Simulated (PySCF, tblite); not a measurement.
# C10H6BN3S: excited states

What do calculations give for the excited states of C10H6BN3S (`CSC1=CC=C(C(C#N)=C(C#N)C#N)B1`)?

Programs: tblite 0.8.0 and PySCF 2.14.0, with routines of our own; each step states its level. All values are computed. Atoms count from 0.

## (1) The starting structure

21 atoms, charge 0, multiplicity 1; geometry from: force field or distance geometry start.

## (2) Relaxing the molecule with GFN2-xTB

What the job is given:

```
{"job": {"kind": "relax", "xc": "GFN2-xTB", "basis": "xTB"}, "charge": 0, "multiplicity": 1}
C     -3.802100     0.765200    -0.276800
S     -3.166300    -0.179500    -1.693700
C     -1.607400    -0.570200    -0.860100
C     -1.393600    -1.634000    -0.131900
C     -0.014400    -1.652500     0.376800
C      0.651100    -0.572800    -0.041000
C      2.097400    -0.315100     0.222000
C      2.983900    -1.464400     0.237500
N      3.685300    -2.391900     0.240200
C      2.591000     0.917900     0.467100
C      4.003900     1.130400     0.683400
N      5.133900     1.300000     0.864800
C      1.744300     2.083600     0.586500
N      1.078000     3.016700     0.667500
B     -0.321500     0.280000    -0.915900
H     -4.824800     1.147300    -0.517200
H     -3.145600     1.634800    -0.058100
H     -3.884600     0.113500     0.621800
H     -2.127700    -2.407500     0.082700
H      0.413100    -2.438500     0.985000
H     -0.102900     1.254000    -1.541100
```

Started as:

```console
OMP_NUM_THREADS=1 python excited_run.py task.json out
```

The driver reads the jobs from task.json and runs them one after another.

Log:

```text
step      E/eV     max force
  0   -1019.87577    2.490
  1   -1019.96466    5.033
  2   -1020.01921    3.121
  3   -1020.12608    0.873
  4   -1020.14918    0.378
  5   -1020.16513    0.684
  6   -1020.16998    1.456
  7   -1020.18708    0.288
  8   -1020.19419    0.433
  9   -1020.20169    0.962
 10   -1020.20746    0.662
 11   -1020.21451    0.207
 12   -1020.22208    0.282
 13   -1020.23012    0.479
 14   -1020.24093    0.519
 15   -1020.25508    0.388
 16   -1020.27501    0.406
 17   -1020.30002    0.736
 18   -1020.32783    0.829
 19   -1020.35404    0.478
 20   -1020.37528    0.285
 21   -1020.39194    0.441
 22   -1020.40853    0.566
 23   -1020.42250    0.683
 24   -1020.43903    0.333
 25   -1020.45314    0.332
 26   -1020.47457    0.362
 27   -1020.48710    0.386
 28   -1020.51043    0.366
 29   -1020.52551    0.316
 30   -1020.53788    0.335
 31   -1020.54818    0.294
 32   -1020.55883    0.324
 33   -1020.56903    0.222
 34   -1020.57814    0.217
 35   -1020.58681    0.270
 36   -1020.59993    0.357
 37   -1020.61358    0.334
 38   -1020.62524    0.243
 39   -1020.63301    0.205
 40   -1020.64009    0.243
 41   -1020.64855    0.297
 42   -1020.65442    0.236
 43   -1020.65860    0.180
 44   -1020.66307    0.220
 45   -1020.67118    0.216
 46   -1020.67610    0.174
 47   -1020.68123    0.109
 48   -1020.68360    0.098
 49   -1020.68548    0.092
 50   -1020.68731    0.084
 51   -1020.68907    0.081
 52   -1020.69026    0.063
 53   -1020.69105    0.100
 54   -1020.69171    0.064
 55   -1020.69251    0.055
 56   -1020.69368    0.063
 57   -1020.69454    0.059
 58   -1020.69530    0.068
 59   -1020.69586    0.066
 60   -1020.69635    0.051
 61   -1020.69682    0.043
 62   -1020.69731    0.047
 63   -1020.69780    0.047
 64   -1020.69828    0.047
 65   -1020.69874    0.044
 66   -1020.69923    0.055
 67   -1020.69979    0.053
 68   -1020.70034    0.057
 69   -1020.70073    0.046
 70   -1020.70097    0.048
 71   -1020.70114    0.036
 72   -1020.70130    0.026
 73   -1020.70143    0.029
 74   -1020.70157    0.032
 75   -1020.70174    0.038
 76   -1020.70195    0.033
 77   -1020.70216    0.029
 78   -1020.70234    0.028
 79   -1020.70250    0.032
 80   -1020.70271    0.039
 81   -1020.70299    0.055
 82   -1020.70331    0.054
 83   -1020.70363    0.044
 84   -1020.70394    0.051
 85   -1020.70426    0.049
 86   -1020.70459    0.042
 87   -1020.70488    0.035
 88   -1020.70510    0.031
 89   -1020.70531    0.034
 90   -1020.70556    0.052
 91   -1020.70586    0.061
 92   -1020.70616    0.048
 93   -1020.70645    0.041
 94   -1020.70679    0.043
 95   -1020.70723    0.053
 96   -1020.70780    0.071
 97   -1020.70839    0.065
 98   -1020.70891    0.054
 99   -1020.70938    0.054
100   -1020.70975    0.068
101   -1020.70994    0.055
102   -1020.71042    0.040
103   -1020.71089    0.048
104   -1020.71129    0.044
105   -1020.71167    0.070
106   -1020.71174    0.211
107   -1020.71206    0.042
108   -1020.71222    0.043
109   -1020.71247    0.146
110   -1020.71274    0.128
111   -1020.71301    0.067
112   -1020.71313    0.116
113   -1020.71325    0.062
114   -1020.71327    0.040
115   -1020.71334    0.017
116   -1020.71341    0.023
117   -1020.71348    0.032
118   -1020.71351    0.016
119   -1020.71353    0.008
```

Wall time 1.6 s (1 thread of Arm Neoverse V1, shared host).

Along the way: (not every step is listed)

```csv
step,energy from step 0 (eV),largest force (eV/Å)
0,0.0000,2.4897
1,-0.0889,5.0334
2,-0.1434,3.1211
3,-0.2503,0.8726
4,-0.2734,0.3783
5,-0.2894,0.6839
6,-0.2942,1.4564
7,-0.3113,0.2882
8,-0.3184,0.4335
18,-0.4521,0.8290
28,-0.6347,0.3659
38,-0.7495,0.2428
48,-0.8078,0.0975
58,-0.8195,0.0684
68,-0.8246,0.0569
78,-0.8266,0.0284
88,-0.8293,0.0307
98,-0.8331,0.0544
108,-0.8365,0.0426
114,-0.8375,0.0400
115,-0.8376,0.0169
116,-0.8376,0.0227
117,-0.8377,0.0320
118,-0.8377,0.0159
119,-0.8378,0.0083
```

Close pairs (by a distance rule), those that changed most:

```csv
bond,before (Å),after (Å),change (Å)
S1–C2,1.810,1.717,-0.093
C5–C6,1.492,1.421,-0.071
C2–C3,1.307,1.369,+0.062
C4–C5,1.335,1.382,+0.046
C3–C4,1.470,1.429,-0.041
C9–C12,1.446,1.405,-0.041
C2–B14,1.543,1.582,+0.039
C9–C10,1.445,1.408,-0.037
```

The end geometry stands in the next job.

## (3) Vibrational analysis with GFN2-xTB

What the job is given:

```
{"job": {"kind": "ir", "xc": "GFN2-xTB", "basis": "xTB"}, "charge": 0, "multiplicity": 1}
C     -3.564013     1.231270    -0.302702
S     -3.445307    -0.547915    -0.650195
C     -1.771021    -0.827836    -0.391137
C     -1.216247    -2.073492    -0.275035
C      0.195365    -1.994282    -0.067357
C      0.656754    -0.692243    -0.037009
C      1.998408    -0.331221     0.263398
C      2.966162    -1.361147     0.380038
N      3.728570    -2.212623     0.461554
C      2.406552     0.970174     0.492161
C      3.745292     1.290545     0.787549
N      4.832942     1.563273     1.030383
C      1.495406     2.039329     0.500946
N      0.746786     2.910283     0.541705
B     -0.543155     0.158983    -0.537223
H     -4.541137     1.556622    -0.644972
H     -2.778526     1.760120    -0.832498
H     -3.471602     1.392990     0.766955
H     -1.755393    -3.005150    -0.289375
H      0.809854    -2.870322     0.075375
H     -0.504613     1.059584    -1.273031
```

Log:

```text
mode    cm-1     km/mol
  1      32.2      2.65
  2      34.5      1.20
  3      48.7      1.80
  4      63.6      2.61
  5     100.0      7.64
  6     102.2      2.27
  7     116.8      8.97
  8     129.8     10.15
  9     135.1      0.04
 10     179.0      4.78
 11     208.3      3.16
 12     239.0      4.86
 13     298.2     12.07
 14     317.2      0.81
 15     331.1     17.17
 16     376.0     10.78
 17     395.9      0.65
 18     417.5      3.66
 19     437.8      1.47
 20     473.6     12.68
 21     521.5      0.62
 22     539.7      7.94
 23     557.8     17.20
 24     583.3      3.05
 25     624.8      4.15
 26     686.0     83.43
 27     726.7      9.65
 28     730.8      8.35
 29     768.0     20.51
 30     822.6     30.95
 31     866.3      4.85
 32     899.9      5.58
 33     931.4     12.39
 34     948.4      1.95
 35     964.7      4.05
 36    1021.2     95.03
 37    1073.3     65.83
 38    1122.1      7.69
 39    1191.0      9.24
 40    1230.1     43.93
 41    1292.6    126.58
 42    1316.9      4.82
 43    1335.5    193.87
 44    1407.3   1216.98
 45    1423.7     32.83
 46    1440.1      9.84
 47    1488.7     54.91
 48    1516.8     43.11
 49    2324.0    157.28
 50    2358.5    416.59
 51    2370.2    153.90
 52    2702.6     40.46
 53    3041.8      1.01
 54    3050.9      1.25
 55    3065.7      0.18
 56    3090.6      9.75
 57    3121.2     14.02
```

It took 1.5 s on 1 thread of Arm Neoverse V1, shared host.

The strongest bands and the atoms that carry them (share of the mass-weighted mode):

```csv
cm⁻¹,km/mol,atoms
686,83.4,"H20 39 %, B14 29 %, C5 13 %"
1021,95.0,"H18 24 %, C2 24 %, H19 17 %"
1293,126.6,"C4 29 %, C3 27 %, H19 14 %, H18 11 %"
1336,193.9,"C6 33 %, C5 26 %, C4 19 %"
1407,1217.0,"C5 33 %, C2 23 %, C3 22 %, C6 13 %"
2324,157.3,"C12 42 %, N13 28 %, C10 17 %, N11 11 %"
2358,416.6,"C10 38 %, N11 25 %, C12 14 %"
2370,153.9,"C7 51 %, N8 34 %"
```

## (4) Excited states: TDA B3LYP/def2-SVP

Settings changed since step 3:

```diff
@@ -1,2 +1,2 @@
-{"job": {"kind": "ir", "xc": "GFN2-xTB", "basis": "xTB"}, "charge": 0, "multiplicity": 1}
+{"job": {"kind": "states", "xc": "B3LYP", "basis": "def2-SVP", "tda": true, "soc": true, "nstates": 6, "ntriplets": 4, "nquad": 4}, "charge": 0, "multiplicity": 1}
 C     -3.564013     1.231270    -0.302702
```

Method: TDA B3LYP/def2-SVP excited states, vertical, gas phase, spin-orbit mean-field couplings.

Log:

```text
coarse grid: 20480 points
cycle   1  E = -971.0102631713  dE =  2.556e+00  |g| = 7.849e-01  |ddm| = 6.445e+00
cycle   2  E = -970.1933919231  dE =  8.169e-01  |g| = 2.039e+00  |ddm| = 2.829e+00
cycle   3  E = -971.1510294143  dE = -9.576e-01  |g| = 2.159e-01  |ddm| = 2.034e+00
cycle   4  E = -971.1598795984  dE = -8.850e-03  |g| = 1.286e-01  |ddm| = 4.845e-01
cycle   5  E = -971.1646843691  dE = -4.805e-03  |g| = 3.613e-02  |ddm| = 2.448e-01
cycle   6  E = -971.1650276113  dE = -3.432e-04  |g| = 1.327e-02  |ddm| = 6.250e-02
cycle   7  E = -971.1650744670  dE = -4.686e-05  |g| = 3.383e-03  |ddm| = 2.000e-02
cycle   8  E = -971.1650769670  dE = -2.500e-06  |g| = 1.682e-03  |ddm| = 4.965e-03
final grid: 200248 points
cycle   9  E = -971.3065023415  dE = -5.807e-05  |g| = 6.420e-03  |ddm| = 7.222e-02
cycle  10  E = -971.3064867122  dE =  1.563e-05  |g| = 1.036e-02  |ddm| = 1.745e-02
cycle  11  E = -971.3065118538  dE = -2.514e-05  |g| = 2.464e-03  |ddm| = 1.112e-02
cycle  12  E = -971.3065132291  dE = -1.375e-06  |g| = 4.918e-04  |ddm| = 2.421e-03
cycle  13  E = -971.3065132821  dE = -5.306e-08  |g| = 1.848e-04  |ddm| = 7.701e-04
cycle  14  E = -971.3065132888  dE = -6.722e-09  |g| = 9.275e-05  |ddm| = 2.689e-04
cycle  15  E = -971.3065132908  dE = -1.966e-09  |g| = 3.243e-05  |ddm| = 1.152e-04
cycle  16  E = -971.3065132910  dE = -2.226e-10  |g| = 1.264e-05  |ddm| = 4.235e-05
converged SCF energy = -971.3065132910

Singlet excitations
state   eV       nm        f     d(h-e)  d(exc)  Lambda  PR(NTO)  |dmu|/D   mu/D   main configurations
  1   1.7719   699.7   0.09281   0.806   3.590   0.688   1.023    1.239    7.504   H->L 0.84, H->L+1 0.12
  2   3.1661   391.6   0.44177   1.055   4.496   0.627   1.810    0.962    7.727   H->L+1 0.52, H-1->L 0.33, H->L 0.09
  3   3.6587   338.9   0.29163   0.607   4.554   0.633   1.910    1.113    7.581   H-1->L 0.41, H->L+1 0.28, H-2->L 0.12
  4   3.7691   328.9   0.02668   1.035   3.393   0.626   1.059    1.027    9.571   H-2->L 0.75
  5   4.5600   271.9   0.07938   2.007   4.570   0.611   1.630                     H-1->L+1 0.55, H-2->L+1 0.17, H-4->L 0.16
  6   4.5925   270.0   0.05100   1.768   4.545   0.416   1.143                     H-3->L 0.77

Triplet excitations (Tamm-Dancoff)
state   eV     d(h-e)  d(exc)  Lambda  PR(NTO)   main configurations
  1   0.8084   0.415   3.633   0.704   1.017   H->L 0.98
  2   2.0351   1.065   3.873   0.600   1.174   H->L+1 0.89
  3   2.5479   0.579   3.977   0.660   1.190   H-1->L 0.83
  4   3.2936   0.127   3.742   0.635   1.410   H-2->L 0.74, H-1->L+1 0.15
S1 - T1 = 0.9634 eV

Spin-orbit couplings |<S|Hso|T>| (cm-1)
             T1       T2       T3       T4
S0        1.271    2.938   15.278   29.276
S1        2.189    0.599   12.749   22.749
S2        3.389    0.312    7.767   18.340
S3        2.394    0.795    5.890   10.072
S4       39.606   14.169   39.170    4.402
S5       19.612    5.624   36.072    8.013
S6       11.621    5.673   19.805   23.363
T1 sublevels (cm-1): 0.000 0.039 0.040   radiative rates (1/s): 0.797 0.00123 0.0306
```

Run time: 2.2 min. Hardware: 1 thread of Arm Neoverse V1, shared host; peak memory 1 GiB.

Key values:

```csv
quantity,value
S1 less T1,0.96 eV
```

Orbitals, density, ELF and potential are computed afterwards from the orbital file.

Frontier orbitals at B3LYP/def2-SVP, with the share of their density that lies nearest to each atom:

```csv
orbital,energy (eV),lies on
HOMO,-6.38,"S1 20 %; C3, C5, C9 about 15 % each; C2 9 %"
LUMO,-4.21,B14 22 %; C4 20 %; C2 16 %
```

ELF in a plane through or near 17 of the atoms.

Values, 10 rows by 14 columns:
```
0.00 0.00 0.00 0.00 0.00 0.00 0.00 0.00 0.00 0.00 0.00 0.00 0.00 0.00
0.00 0.00 0.00 0.00 0.00 0.02 0.36 0.23 0.00 0.00 0.00 0.00 0.00 0.00
0.00 0.07 0.57 0.29 0.01 0.57 0.43 0.93 0.04 0.00 0.00 0.00 0.00 0.00
0.00 0.73 0.90 0.86 0.57 0.53 0.66 0.34 0.00 0.48 0.30 0.80 0.25 0.00
0.00 0.22 0.62 0.72 0.78 0.45 0.05 0.14 0.13 0.30 0.91 0.99 0.77 0.00
0.00 0.00 0.00 0.30 0.73 0.32 0.36 0.74 0.94 0.67 0.26 0.32 0.00 0.00
0.00 0.00 0.53 0.64 0.41 0.08 0.81 0.53 0.89 0.49 0.83 0.81 0.01 0.00
0.00 0.00 0.64 0.95 0.51 0.28 1.00 0.64 0.90 0.23 0.19 0.11 0.00 0.00
0.00 0.00 0.00 0.02 0.00 0.09 0.56 0.01 0.95 0.65 0.00 0.00 0.00 0.00
0.00 0.00 0.00 0.00 0.00 0.00 0.00 0.00 0.00 0.00 0.00 0.00 0.00 0.00
```
The map spans 14.8 Å across and 11.4 Å up, centred on the molecule. Atoms in the plane (x, y in Å): C0 (3.6, 1.0), S1 (3.5, -0.8), C2 (1.7, -1.0), C3 (1.1, -2.2), C4 (-0.3, -2.0), C5 (-0.7, -0.7), C6 (-2.0, -0.2), C7 (-3.1, -1.1), N8 (-3.9, -1.9), C9 (-2.4, 1.1), C10 (-3.7, 1.6), N11 (-4.8, 1.9), C12 (-1.4, 2.2), N13 (-0.6, 3.0), H15 (4.7, 1.2), H18 (1.6, -3.1), H19 (-1.0, -2.8).

On the surface of density 0.002 e/bohr³ the electrostatic potential runs, from the 1st to the 99th percentile, from -1.74 V near N11 to 1.71 V near B14.

## (5) Outcome

```
                                                                  quantity                   value
                                 strongest single infrared mode (GFN2-xTB)  1407 cm⁻¹, 1217 km/mol
                                              zero-point energy (GFN2-xTB)           82.3 kcal/mol
                                   S1 less T1 (step 4, TDA B3LYP/def2-SVP)                 0.96 eV
potential on the surface of density 0.002 e/bohr³, 1st and 99th percentile      -1.74 V and 1.71 V
```

**Reading.** No mode is imaginary among the 57: a minimum at this level. The strongest single mode, at 1407 cm⁻¹, moves mainly C5, C2 and C3. Unscaled tight-binding wavenumbers are off by several per cent, some by more. Its intensities can rank the bands wrongly. In step 4, the number of triplets below S1 is 1, and the largest singlet-triplet spin-orbit coupling is S4–T1, 39.61 cm⁻¹. At B3LYP/def2-SVP, counted by nearest atom on the grid, the HOMO lies on S1 20 %; C3, C5, C9 about 15 % each, the LUMO on B14 22 %; C4 20 %.
